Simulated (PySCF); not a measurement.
# HfNCl: singlet, from a linear start

Aim: relax HfNCl as a singlet from a linear start, check by its vibrations whether the end is a minimum, and collect its spectrum and constants.

The runs use PySCF 2.14.0; PBE0, basis Hf def2-TZVP with ECP60, N def2-TZVP, Cl def2-TZVP, scalar-relativistic core potentials, no spin–orbit coupling, density fitting.

## (1) Where the work starts

3 atoms, charge 0, spin multiplicity 1.

Bond lengths: Hf1–N2 1.880 Å, Hf1–Cl3 2.510 Å. Angles: N2–Hf1–Cl3 180.0°.

```xyz
3
charge 0 multiplicity 1
Hf    0.0000    0.0000   -0.2684
N     0.0000    0.0000   -2.1484
Cl    0.0000    0.0000    2.2416
```

## (2) Relaxation: linear start, singlet

One driver script runs all steps and calls PySCF; scf.py shows how it sets up the SCF of each step. The optimiser is the driver's own. Before each start the driver seeks the lowest SCF state from one or more starting densities and follows internal instabilities, so scf.py alone need not reach the same state.

The program finds C∞v symmetry in the start, which this walk keeps.

scf.py reads:

```python
from pyscf import gto, scf, dft
mol = gto.M(atom='''
Hf     0.000000     0.000000    -0.268419
N      0.000000     0.000000    -2.148419
Cl     0.000000     0.000000     2.241581''',
    basis={'Hf': 'def2-TZVP', 'N': 'def2-TZVP', 'Cl': 'def2-TZVP'},
    ecp={'Hf': 'def2-TZVP'},
    charge=0, spin=0)
mf = dft.RKS(mol, xc='PBE0')
mf.grids.atom_grid = (50, 194)
aux = {'Hf': 'def2-universal-JKFIT', 'N': 'def2-universal-JKFIT', 'Cl': 'def2-universal-JKFIT'}
mf = mf.density_fit(auxbasis=aux)
mf.kernel()
```

After this run come: Is it a minimum? Harmonic modes; Downhill along the imaginary mode; Vibrations and properties at this point.

What does the calculation give? Wanted: minimum; geometry; wavenumbers; dipole moment; highest occupied, lowest empty level; polar-tensor charge of Hf1; zero-point energy; atomisation energy.

As calculated:

| quantity | value |
| --- | --- |
| minimum | singlet, Cs |
| geometry | Hf–Cl 2.381 Å, Hf–N 1.725 Å; Cl–Hf–N 108.8° |
| wavenumbers (cm⁻¹) | 185 (a'), 354 (a'), 970 (a') |
| dipole moment | 7.27 D |
| highest occupied, lowest empty level | -6.07, -3.32 eV |
| polar-tensor charge of Hf1 | +1.31 e |
| zero-point energy | 9.0 kJ/mol |
| entropy at 298.15 K | 298.3 J/(mol K) |
| atomisation energy (no zero-point energy) | 930 kJ/mol |

In words: The linear start (C∞v) ends in a minimum of Cs symmetry, after a stop at a second-order saddle point 78.2 kJ/mol higher, from which it was pushed off along an imaginary mode. In the infrared the band at 970 cm⁻¹ (a', stretch) leads. With 7.3 D the molecule is strongly polar. Only this shape and spin were tried, so other structures or states may lie lower. Spin–orbit coupling, left out here, can matter for elements this heavy.
